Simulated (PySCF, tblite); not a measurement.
# C₄H₈B radical: geometry, infrared bands and EPR parameters

Wanted: the infrared bands and EPR parameters of C₄H₈B radical (`C=[C]B(C)C`), by calculation.

Computed with tblite 0.8.0 and PySCF 2.14.0, with density-fitted response routines of our own, on a single molecule in the gas phase. Atoms count from 0, in the outputs and in this text.

## Step 1: The molecule as given

13 atoms, charge 0, multiplicity 2; geometry from: force field or distance geometry start.

Bonds of the start (Å): C0–C1 1.34, C1–B2 1.56, B2–C3 1.55, B2–C4 1.58, C0–H5 1.08, C0–H6 1.09, C3–H7 1.11, C3–H8 1.13, C3–H9 1.10, C4–H10 1.11, C4–H11 1.10, C4–H12 1.10.

## Step 2: Geometry optimisation with GFN2-xTB

The job: settings as JSON, then the geometry in Å.

```
{"job": {"kind": "relax", "xc": "GFN2-xTB", "basis": "xTB"}, "charge": 0, "multiplicity": 2}
C      2.093100     0.340100    -0.567500
C      0.997000     1.030300    -0.227500
B     -0.294300     0.203400     0.033600
C     -0.156200    -1.329000     0.242400
C     -1.632400     1.024400     0.251300
H      2.013900    -0.734900    -0.665800
H      3.007600     0.906700    -0.747500
H      0.031000    -1.825100    -0.730000
H      0.781600    -1.534600     0.834200
H     -1.004900    -1.808500     0.758000
H     -1.417700     2.087700     0.029000
H     -2.043000     0.937400     1.264200
H     -2.380100     0.702500    -0.492100
```

Started as:

```
> OMP_NUM_THREADS=1 python probes_run.py task.json out
```

One launch serves the whole session: the jobs run in the order shown.

**Question.** This job is followed by: GFN2-xTB harmonic vibrations, gas phase; UKS B3LYP, pcH-1 on B C H, non-relativistic, mean-field spin-orbit, GIAO. What will the session give for the following? strongest single infrared mode (GFN2-xTB); zero-point energy (GFN2-xTB); g(iso) (B3LYP); ⟨S²⟩; largest a(iso) (averaged by class); potential on the surface of density 0.002 e/bohr³, 1st and 99th percentile.

**Answer**, as computed:

| quantity | value |
| --- | --- |
| strongest single infrared mode (GFN2-xTB) | 1109 cm⁻¹, 134 km/mol |
| zero-point energy (GFN2-xTB) | 65.1 kcal/mol |
| g(iso) (B3LYP) | 2.00232 |
| ⟨S²⟩ | 0.755 (exact 0.75) |
| largest a(iso) (averaged by class) | 1H on H5, H6, 161.0 MHz |
| potential on the surface of density 0.002 e/bohr³, 1st and 99th percentile | -0.55 V and 0.97 V |

**Reading.** Relaxing lowered the energy by 1.198 eV in 75 steps; the close pair that moved most is C1–B2, from 1.555 to 1.475 Å. The lowest mode is imaginary (39i cm⁻¹), so the xTB geometry is not a minimum: the zero-point energy counts the real modes alone, and all values at this geometry belong to a saddle point. The strongest single mode, at 1109 cm⁻¹, moves mainly B2. Unscaled tight-binding wavenumbers are off by several per cent, some by more. Its intensities can rank the bands wrongly. Most of the unpaired spin sits on C1 (0.82 e). The isotropic g lies 0.0 ppt above the free-electron value. These values are for one conformer; the search (at its own cheap level) found 1 more, at 0.20 kcal/mol, and measured spectra average over such forms.
